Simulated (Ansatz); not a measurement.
# BH4NO2 + H2O: a complex and its separated parts, part 2 of 2

Ansatz 0.2.0, Gaussian basis. Earlier steps stand in the parts before.

### Step 13. CAM-B3LYP-D4/def2-TZVPP

The inputs:

parta/in.yaml

```yaml
crystal:
  periodic: [false, false, false]
  atoms:
    - {symbol: B, position_ang: [-0.136971, 0.384878, -0.924589]}
    - {symbol: N, position_ang: [1.160338, 0.042517, -0.486995]}
    - {symbol: O, position_ang: [-0.430803, 0.247549, -2.256810]}
    - {symbol: O, position_ang: [-1.132154, 0.851249, -0.092475]}
    - {symbol: H, position_ang: [1.479210, 0.104405, 0.460822]}
    - {symbol: H, position_ang: [1.850848, -0.292849, -1.133440]}
    - {symbol: H, position_ang: [-1.335287, 0.506740, -2.442608]}
    - {symbol: H, position_ang: [-0.877890, 0.929178, 0.827097]}
basis:
  gaussian: {orbitals: def2-TZVPP}
hamiltonian: {xc: {name: CAM-B3LYP}, dispersion: d4}
```

partb/in.yaml

```yaml
crystal:
  periodic: [false, false, false]
  atoms:
    - {symbol: H, position_ang: [0.269915, -0.988238, 1.383849]}
    - {symbol: O, position_ang: [-0.139760, -0.558549, 2.137727]}
    - {symbol: H, position_ang: [-0.707348, -1.226982, 2.527419]}
basis:
  gaussian: {orbitals: def2-TZVPP}
hamiltonian: {xc: {name: CAM-B3LYP}, dispersion: d4}
```

One command serves all of them, each in its own folder.

Command:

```sh
$ ansatz run in.yaml --threads 4 --pin off --events-out ev --progress --plain --max-ram 9574MiB
```

parta printed, shortened:

```text
Functional definition: CAM-B3LYP
  name "CAM-B3LYP"
  cite "Yanai, Tew & Handy, Chem. Phys. Lett. 393, 51 (2004) doi:10.1016/j.cplett.2004.06.011"
  cite "Iikura, Tsuneda, Yanai & Hirao, J. Chem. Phys. 115, 3540 (2001) doi:10.1063/1.1383587"
  cite "Becke, Phys. Rev. A 38, 3098 (1988) doi:10.1103/PhysRevA.38.3098"
  cite "Lee, Yang & Parr, Phys. Rev. B 37, 785 (1988) doi:10.1103/PhysRevB.37.785"
[...]
  # Exact exchange under (alpha + beta erf(omega r))/r, Becke's under what is left of 1/r.
[...]
862 factors; their error is unknown
234 factors; integrals over basis functions are off by at most 1.6e-5 eV
[...]
mean field -6330.28432565 eV, -232.6336581469 hartree, gradient 8.6e-5 eV, S^2 0.000000; 0 other end points of the search recorded, 0 dependent functions left out
reference -6330.28443335 eV, -232.6336621048 hartree; 16, 16 occupied and 164, 164 virtual orbitals, 862 factors
Total energy: -6330.36780420 eV, -232.6367259268 hartree
```

Log of partb, shortened:

```text
[... 6 set-up lines as earlier in the session ...]
[...]
  # Exact exchange under (alpha + beta erf(omega r))/r, Becke's under what is left of 1/r.
[...]
269 factors; their error is unknown
72 factors; integrals over basis functions are off by at most 2.0e-5 eV
[...]
mean field -2079.99968365 eV, -76.4385784998 hartree, gradient 1.0e-5 eV, S^2 0.000000; 0 other end points of the search recorded, 0 dependent functions left out
reference -2079.99975108 eV, -76.4385809778 hartree; 5, 5 occupied and 54, 54 virtual orbitals, 269 factors
Total energy: -2080.00381709 eV, -76.4387304009 hartree
```

Wall times: 5.5 s (parta), 1 s (partb) on 4 threads of Intel Xeon at 2.50GHz, shared host; peak memory 0.51 GiB.

### Step 14. wB97X-V/def2-TZVPP

The same edit goes into each in.yaml of step 13 (parta, partb):

```diff
-hamiltonian: {xc: {name: CAM-B3LYP}, dispersion: d4}
+hamiltonian: {xc: {name: wB97X-V}}
```

One command serves all of them, each in its own folder.

Command:

```sh
$ ansatz run in.yaml --threads 4 --pin off --events-out ev --progress --plain --max-ram 9574MiB
```

Log of parta, shortened:

```text
Functional definition: wB97X-V
  name "wB97X-V"
  cite "Mardirossian & Head-Gordon, Phys. Chem. Chem. Phys. 16, 9904 (2014) doi:10.1039/C3CP54374A"
[... 2 set-up lines as earlier in the session ...]
[...]
      + integral(e_c_pw_opposite_spin*poly(b97_u_opposite, cos0, cos1)) + vv10(b, c)
862 factors; their error is unknown
214 factors; integrals over basis functions are off by at most 1.0e-5 eV
[...]
mean field -6330.42025797 eV, -232.6386535675 hartree, gradient 2.1e-5 eV, S^2 0.000000; 0 other end points of the search recorded, 0 dependent functions left out
reference -6330.42025622 eV, -232.6386535030 hartree; 16, 16 occupied and 164, 164 virtual orbitals, 862 factors
Total energy: -6330.42025622 eV, -232.6386535030 hartree
```

partb printed, shortened:

```text
[... 5 set-up lines as earlier in the session ...]
[...]
      + integral(e_c_pw_opposite_spin*poly(b97_u_opposite, cos0, cos1)) + vv10(b, c)
269 factors; their error is unknown
69 factors; integrals over basis functions are off by at most 2.2e-5 eV
[...]
mean field -2079.88767304 eV, -76.4344621857 hartree, gradient 2.2e-5 eV, S^2 0.000000; 0 other end points of the search recorded, 0 dependent functions left out
reference -2079.88767214 eV, -76.4344621528 hartree; 5, 5 occupied and 54, 54 virtual orbitals, 269 factors
Total energy: -2079.88767214 eV, -76.4344621528 hartree
```

They took 11 s (parta), 1.4 s (partb) on 4 threads of Intel Xeon at 2.50GHz, shared host; peak memory 0.51 GiB.

### Step 15. wB97M-V/def2-TZVPP

Each input of step 14 (parta, partb) changes in the same lines:

```diff
-hamiltonian: {xc: {name: wB97X-V}}
+hamiltonian: {xc: {name: wB97M-V}}
```

The same command starts each run, in its folder.

Command:

```sh
$ ansatz run in.yaml --threads 4 --pin off --events-out ev --progress --plain --max-ram 9574MiB
```

parta printed, shortened:

```text
Functional definition: wB97M-V
  name "wB97M-V"
  cite "Mardirossian & Head-Gordon, J. Chem. Phys. 144, 214110 (2016) doi:10.1063/1.4952647"
[... 2 set-up lines as earlier in the session ...]
  # Of w^i u^j: cxij and so on, Table III.
[...]
  gx(w, u) = 1 - cx + cx01*u + cx10*w
[...]
      + integral(e_c_pw_mod_opposite_spin*gos(b97_w_opposite, b97_u_opposite)) + vv10(b, c)
862 factors; their error is unknown
214 factors; integrals over basis functions are off by at most 1.0e-5 eV
[...]
mean field -6330.46560765 eV, -232.6403201376 hartree, gradient 2.3e-5 eV, S^2 0.000000; 0 other end points of the search recorded, 0 dependent functions left out
reference -6330.46565070 eV, -232.6403217195 hartree; 16, 16 occupied and 164, 164 virtual orbitals, 862 factors
Total energy: -6330.46565070 eV, -232.6403217195 hartree
```

Log of partb, shortened:

```text
[... 5 set-up lines as earlier in the session ...]
  # Of w^i u^j: cxij and so on, Table III.
[...]
  gx(w, u) = 1 - cx + cx01*u + cx10*w
[...]
      + integral(e_c_pw_mod_opposite_spin*gos(b97_w_opposite, b97_u_opposite)) + vv10(b, c)
269 factors; their error is unknown
69 factors; integrals over basis functions are off by at most 2.2e-5 eV
[...]
mean field -2079.85938369 eV, -76.4334225713 hartree, gradient 2.9e-5 eV, S^2 0.000000; 0 other end points of the search recorded, 0 dependent functions left out
reference -2079.85940570 eV, -76.4334233801 hartree; 5, 5 occupied and 54, 54 virtual orbitals, 269 factors
Total energy: -2079.85940570 eV, -76.4334233801 hartree
```

Wall times: 8.5 s (parta), 1.5 s (partb) on 4 threads of Intel Xeon at 2.50GHz, shared host; peak memory 0.51 GiB.

### Step 16. B2PLYP/def2-TZVPP

The same edit goes into each in.yaml of step 15 (parta, partb):

```diff
-hamiltonian: {xc: {name: wB97M-V}}
+hamiltonian: {xc: {name: B2PLYP}}
```

Each run has its own folder and the same command.

Command:

```sh
$ ansatz run in.yaml --threads 4 --pin off --events-out ev --progress --plain --max-ram 9574MiB
```

parta printed, shortened:

```text
Functional definition: B2PLYP
  name "B2PLYP"
  cite "Grimme, J. Chem. Phys. 124, 034108 (2006) doi:10.1063/1.2148954"
[... 2 set-up lines as earlier in the session ...]
[...]
1109 factors; integrals over basis functions are off by at most 1.2e-3 eV
[...]
mean field -6321.18461310 eV, -232.2992498785 hartree, gradient 5.7e-6 eV, S^2 0.000000; 0 other end points of the search recorded, 0 dependent functions left out
4 core orbitals not correlated: weight in the atoms' cores, before any rotation towards them, 1.000 or more for the frozen orbitals, at most 0.000 for the correlated occupied ones
reference -6321.18475116 eV, -232.2992549521 hartree; 12, 12 occupied and 164, 164 virtual orbitals, 1109 factors
second order -25.70771037 eV of doubles, -0.00000000 eV of singles
Total energy: -6328.12583295 eV, -232.5543350033 hartree
```

Output in partb, shortened:

```text
[... 5 set-up lines as earlier in the session ...]
[...]
361 factors; integrals over basis functions are off by at most 7.6e-4 eV
[...]
mean field -2077.03827088 eV, -76.3297485877 hartree, gradient 9.3e-7 eV, S^2 0.000000; 0 other end points of the search recorded, 0 dependent functions left out
1 core orbitals not correlated: weight in the atoms' cores, before any rotation towards them, 1.000 or more for the frozen orbitals, at most 0.000 for the correlated occupied ones
reference -2077.03835591 eV, -76.3297517124 hartree; 4, 4 occupied and 54, 54 virtual orbitals, 361 factors
second order -8.41876556 eV of doubles, -0.00000000 eV of singles
Total energy: -2079.31142261 eV, -76.4132853729 hartree
```

Times: 7.5 s (parta), 1.4 s (partb) on 4 threads of Intel Xeon at 2.50GHz, shared host; peak memory 0.51 GiB.

### Step 17. PBE-QIDH/def2-TZVPP

Each input of step 16 (parta, partb) changes in the same lines:

```diff
-hamiltonian: {xc: {name: B2PLYP}}
+hamiltonian: {xc: {name: PBE-QIDH}}
```

The same command starts each run, in its folder.

Command:

```sh
$ ansatz run in.yaml --threads 4 --pin off --events-out ev --progress --plain --max-ram 9574MiB
```

parta printed, shortened:

```text
Functional definition: PBE-QIDH
  name "PBE-QIDH"
  cite "Brémond, Sancho-García, Pérez-Jiménez & Adamo, J. Chem. Phys. 141, 031101 (2014) doi:10.1063/1.4890314"
[... 1 set-up line as earlier in the session ...]
[...]
1109 factors; integrals over basis functions are off by at most 1.2e-3 eV
[...]
mean field -6316.70542921 eV, -232.1346429067 hartree, gradient 6.7e-6 eV, S^2 0.000000; 0 other end points of the search recorded, 0 dependent functions left out
4 core orbitals not correlated: weight in the atoms' cores, before any rotation towards them, 1.000 or more for the frozen orbitals, at most 0.000 for the correlated occupied ones
reference -6316.70543953 eV, -232.1346432861 hartree; 12, 12 occupied and 164, 164 virtual orbitals, 1109 factors
second order -23.94988171 eV of doubles, -0.00000000 eV of singles
Total energy: -6324.68873344 eV, -232.4280239258 hartree
```

Log of partb, shortened:

```text
[... 4 set-up lines as earlier in the session ...]
[...]
361 factors; integrals over basis functions are off by at most 7.6e-4 eV
[...]
mean field -2075.58433949 eV, -76.2763175947 hartree, gradient 2.1e-6 eV, S^2 0.000000; 0 other end points of the search recorded, 0 dependent functions left out
1 core orbitals not correlated: weight in the atoms' cores, before any rotation towards them, 1.000 or more for the frozen orbitals, at most 0.000 for the correlated occupied ones
reference -2075.58434498 eV, -76.2763177965 hartree; 4, 4 occupied and 54, 54 virtual orbitals, 361 factors
second order -7.85902614 eV of doubles, -0.00000000 eV of singles
Total energy: -2078.20402036 eV, -76.3725890911 hartree
```

Times: 8.5 s (parta), 1.3 s (partb) on 4 threads of Intel Xeon at 2.50GHz, shared host; peak memory 0.51 GiB.

### Step 18. RPA on PBE/def2-TZVPP

Each input of step 17 (parta, partb) changes in the same lines:

```diff
-hamiltonian: {xc: {name: PBE-QIDH}}
+hamiltonian: {xc: pbe}
+correlation: {method: rpa}
```

Each run has its own folder and the same command.

Command:

```sh
$ ansatz run in.yaml --threads 4 --pin off --events-out ev --progress --plain --max-ram 9574MiB
```

Output in parta, shortened:

```text
[... 4 set-up lines as earlier in the session ...]
[...]
1109 factors; integrals over basis functions are off by at most 1.2e-3 eV
[...]
mean field -6325.18100072 eV, -232.4461144150 hartree, gradient 6.8e-7 eV, S^2 0.000000; 0 other end points of the search recorded, 0 dependent functions left out
4 core orbitals not correlated: weight in the atoms' cores, before any rotation towards them, 1.000 or more for the frozen orbitals, at most 0.000 for the correlated occupied ones
reference -6297.12819857 eV, -231.4151929506 hartree; 12, 12 occupied and 164, 164 virtual orbitals, 1109 factors
Total energy: -6330.38299655 eV, -232.6372842354 hartree
```

partb printed, shortened:

```text
[... 4 set-up lines as earlier in the session ...]
[...]
361 factors; integrals over basis functions are off by at most 7.6e-4 eV
[...]
mean field -2078.40756476 eV, -76.3800692097 hartree, gradient 2.6e-6 eV, S^2 0.000000; 0 other end points of the search recorded, 0 dependent functions left out
1 core orbitals not correlated: weight in the atoms' cores, before any rotation towards them, 1.000 or more for the frozen orbitals, at most 0.000 for the correlated occupied ones
reference -2069.53694076 eV, -76.0540797904 hartree; 4, 4 occupied and 54, 54 virtual orbitals, 361 factors
Total energy: -2080.48261619 eV, -76.4563259431 hartree
```

They took 8.5 s (parta), 1.5 s (partb) on 4 threads of Intel Xeon at 2.50GHz, shared host; peak memory 0.51 GiB.

### Step 19. CCSD(T)/def2-TZVPP

The same edit goes into each in.yaml of step 18 (parta, partb):

```diff
-hamiltonian: {xc: pbe}
-correlation: {method: rpa}
+correlation: {method: ccsd_t}
```

Each run has its own folder and the same command.

Command:

```sh
$ ansatz run in.yaml --threads 4 --pin off --events-out ev --progress --plain --max-ram 9574MiB
```

Output in parta, shortened:

```text
Functional definition: HF
  name "HF"
  cite "Fock, Z. Phys. 61, 126 (1930) doi:10.1007/BF01340294"
[... 1 set-up line as earlier in the session ...]
[...]
1109 factors; integrals over basis functions are off by at most 1.2e-3 eV
[...]
mean field -6298.22972812 eV, -231.4556734150 hartree, gradient 2.1e-6 eV, S^2 0.000000; 0 other end points of the search recorded, 0 dependent functions left out
4 core orbitals not correlated: weight in the atoms' cores, before any rotation towards them, 1.000 or more for the frozen orbitals, at most 0.000 for the correlated occupied ones
reference -6298.22972812 eV, -231.4556734150 hartree; 12, 12 occupied and 164, 164 virtual orbitals, 1109 factors
second order -21.49057604 eV of doubles, -0.00000000 eV of singles
cycle   1  -21.41688767 eV  change    7.4e-2 eV  update   8.4e-2
[...]
cycle   9  -21.91262409 eV  change    4.6e-6 eV  update   8.7e-6
perturbative correction -0.77872664 eV, -0.0286176762 hartree
Total energy: -6320.92107885 eV, -232.2895651737 hartree
```

partb printed, shortened:

```text
[... 4 set-up lines as earlier in the session ...]
[...]
361 factors; integrals over basis functions are off by at most 7.6e-4 eV
[...]
mean field -2069.76239045 eV, -76.0623649136 hartree, gradient 3.6e-6 eV, S^2 0.000000; 0 other end points of the search recorded, 0 dependent functions left out
1 core orbitals not correlated: weight in the atoms' cores, before any rotation towards them, 1.000 or more for the frozen orbitals, at most 0.000 for the correlated occupied ones
reference -2069.76239045 eV, -76.0623649136 hartree; 4, 4 occupied and 54, 54 virtual orbitals, 361 factors
second order -7.10559261 eV of doubles, -0.00000000 eV of singles
cycle   1  -7.11164730 eV  change   -6.1e-3 eV  update   4.1e-2
[...]
cycle   8  -7.26610680 eV  change    3.6e-6 eV  update   7.2e-6
perturbative correction -0.20740636 eV, -0.0076220431 hartree
Total energy: -2077.23590360 eV, -76.3370114563 hartree
```

Times: 44 s (parta), 1.9 s (partb) on 4 threads of Intel Xeon at 2.50GHz, shared host; peak memory 1.9 GiB.

### Step 20. Vibrations of BH4NO2

vib-parta/in.yaml

```yaml
crystal:
  periodic: [false, false, false]
  atoms:
    - {symbol: B, position_ang: [-0.136971, 0.384878, -0.924589]}
    - {symbol: N, position_ang: [1.160338, 0.042517, -0.486995]}
    - {symbol: O, position_ang: [-0.430803, 0.247549, -2.256810]}
    - {symbol: O, position_ang: [-1.132154, 0.851249, -0.092475]}
    - {symbol: H, position_ang: [1.479210, 0.104405, 0.460822]}
    - {symbol: H, position_ang: [1.850848, -0.292849, -1.133440]}
    - {symbol: H, position_ang: [-1.335287, 0.506740, -2.442608]}
    - {symbol: H, position_ang: [-0.877890, 0.929178, 0.827097]}
basis:
  gaussian: {orbitals: def2-TZVP}
hamiltonian: {xc: pbe0, dispersion: d4}
phonons: {temperatures: {t_min: 298.15, t_max: 900, t_step: 200}}
```

Command:

```sh
$ ansatz run in.yaml --threads 4 --pin off --events-out ev --progress --plain --max-ram 9574MiB
```

Output, shortened:

```text
[... 5 set-up lines as earlier in the session ...]
[...]
802 factors; their error is unknown
[...]
mean field -6325.33870693 eV, -232.4519100112 hartree, gradient 4.9e-5 eV, S^2 0.000000; 0 other end points of the search recorded, 0 dependent functions left out
[...]
Atom 5 at     1.850848    -0.292849    -1.133440 Å, force     0.000748    -0.000541     0.000175 eV/Å
Atom 6 at    -1.335287     0.506740    -2.442608 Å, force     0.000742     0.000133     0.000071 eV/Å
Atom 7 at    -0.877890     0.929178     0.827097 Å, force     0.000548    -0.000085    -0.000720 eV/Å
Dipole moment:     0.168819     0.012346     0.385291 e Å
Vibrations: 237.95 366.23 390.00 436.87 476.29 533.44 657.94 868.48 896.08 1002.35 1025.49 1435.67 1461.37 1635.84 3656.60 3758.12 3908.99 3926.10 cm⁻¹, zero-point energy 1.653566 eV
```

Wall time 2.3 min (4 threads of Intel Xeon at 2.50GHz, shared host); peak memory 0.51 GiB.

The modes, with what each moves most:

```tsv
mode	wavenumber (cm⁻¹)	character
1	238	torsion
2	366	torsion
3	390	bend
4	437	bend
5	476	torsion
6	533	torsion
7	658	torsion
8	868	B–O and B–N stretch
9	896	bend
10	1002	bend
11	1025	bend
12	1436	B–O stretch with bend
13	1461	bend with B–N stretch
14	1636	bend
15	3657	N–H stretch
16	3758	N–H stretch
17	3909	O–H stretch
18	3926	O–H stretch
```

Vibrational sums (real modes only):

```tsv
T (K)	entropy (J/mol/K)	heat capacity (J/mol/K)
298	29.0	48.5
498	60.8	75.3
698	88.9	91.1
898	113.2	101.6
```

### Step 21. Vibrations of H2O

vib-partb/in.yaml

```yaml
crystal:
  periodic: [false, false, false]
  atoms:
    - {symbol: H, position_ang: [0.269915, -0.988238, 1.383849]}
    - {symbol: O, position_ang: [-0.139760, -0.558549, 2.137727]}
    - {symbol: H, position_ang: [-0.707348, -1.226982, 2.527419]}
basis:
  gaussian: {orbitals: def2-TZVP}
hamiltonian: {xc: pbe0, dispersion: d4}
phonons: {temperatures: {t_min: 298.15, t_max: 900, t_step: 200}}
```

Command:

```sh
$ ansatz run in.yaml --threads 4 --pin off --events-out ev --progress --plain --max-ram 9574MiB
```

Output, shortened:

```text
[... 5 set-up lines as earlier in the session ...]
[...]
239 factors; their error is unknown
[...]
mean field -2078.33307674 eV, -76.3773318254 hartree, gradient 1.2e-5 eV, S^2 0.000000; 0 other end points of the search recorded, 0 dependent functions left out
[...]
Total energy: -2078.33734662 eV, -76.3774887406 hartree
Atom 0 at     0.269915    -0.988238     1.383849 Å, force     0.000162     0.000302    -0.000054 eV/Å
Atom 1 at    -0.139760    -0.558549     2.137727 Å, force    -0.000416    -0.000943     0.000052 eV/Å
Atom 2 at    -0.707348    -1.226982     2.527419 Å, force     0.000254     0.000640     0.000002 eV/Å
Dipole moment:    -0.058224    -0.404898    -0.134283 e Å
Vibrations: 1622.93 3851.54 3959.23 cm⁻¹, zero-point energy 0.584814 eV
```

It took 7.5 s on 4 threads of Intel Xeon at 2.50GHz, shared host; peak memory 0.51 GiB.

The modes, with what each moves most:

```tsv
mode	wavenumber (cm⁻¹)	character
1	1623	bend
2	3852	O–H stretch
3	3959	O–H stretch
```

Vibrational sums (real modes only):

```tsv
T (K)	entropy (J/mol/K)	heat capacity (J/mol/K)
298	0.0	0.2
498	0.4	1.7
698	1.4	3.9
898	2.6	6.1
```

### Step 22. Complex less separated parts

The complex's own energies come from single points at the same levels.

Rows are in def2-TZVPP; times add the 3 runs of a level on a shared host, so small differences are noise.

Differences are taken before rounding.

```tsv
method	rung	complex less parts (kJ/mol)	from CCSD(T) (kJ/mol)	time
SPW92	LDA	-54.7	-23.9	6.8 s
PBE-D4	GGA	-36.6	-5.8	8.2 s
BLYP-D4	GGA	-33.5	-2.7	8.6 s
r2SCAN-D4	meta-GGA	-34.5	-3.7	11 s
B97M-V	meta-GGA	-33.2	-2.4	19 s
PBE0-D4	hybrid	-33.0	-2.1	11 s
B3LYP-D4	hybrid	-31.9	-1.0	9.4 s
r2SCAN0-D4	hybrid	-32.6	-1.8	14 s
BHLYP-D4	hybrid	-30.2	+0.6	10 s
CAM-B3LYP-D4	range-separated hybrid	-33.9	-3.1	14 s
wB97X-V	range-separated hybrid	-31.6	-0.8	25 s
wB97M-V	range-separated hybrid	-33.0	-2.2	23 s
B2PLYP	double hybrid	-28.1	+2.8	21 s
PBE-QIDH	double hybrid	-29.8	+1.0	22 s
RPA on PBE	RPA	-27.2	+3.6	22 s
Hartree-Fock	wavefunction	-11.1	+19.8	
MP2	wavefunction	-31.2	-0.3	
CCSD	wavefunction	-27.3	+3.6	
CCSD(T)	wavefunction	-30.8	0	4 min
```

Among the levels timed on like hardware and quicker than the yardstick, those that no quicker one beats, quickest first: SPW92 (6.8 s, -23.9 kJ/mol); PBE-D4 (8.2 s, -5.8 kJ/mol); BLYP-D4 (8.6 s, -2.7 kJ/mol); B3LYP-D4 (9.4 s, -1.0 kJ/mol); BHLYP-D4 (10 s, +0.6 kJ/mol).

BHLYP-D4 reaches 0.6 kJ/mol from the reference in 10 s, where CCSD(T) took 4 min; the quickest level in the cost chart, SPW92, takes 6.8 s and misses by 23.9 kJ/mol.

The complex's zero-point energy, from a separate PBE0-D4 run, is 2.356 eV.

### Step 23. Outcome

What follows sums up all 2 parts.

| quantity | value |
| --- | --- |
| complex less parts, CCSD(T)/def2-TZVPP | -30.8 kJ/mol |
| with zero-point energy | -19.5 kJ/mol |
| largest T1 diagnostic | 0.011 |

In words: At CCSD(T) the complex lies 30.8 kJ/mol below its parts. The functionals run from BHLYP-D4, off by +0.6 kJ/mol, to SPW92, off by -23.9 kJ/mol, against CCSD(T). Mean unsigned error by rung: LDA 23.9, GGA 4.2, meta-GGA 3.0, hybrid 1.4, range-separated hybrid 2.0, double hybrid 1.9 kJ/mol. PBE-D4 gives a relative energy 5.8 kJ/mol too low, outside chemical accuracy (1 kcal/mol, 4.2 kJ/mol). No counterpoise was applied, and triple zeta lacks some correlation, so the CCSD(T) reference has a basis error of its own, and close matches with it are partly luck.
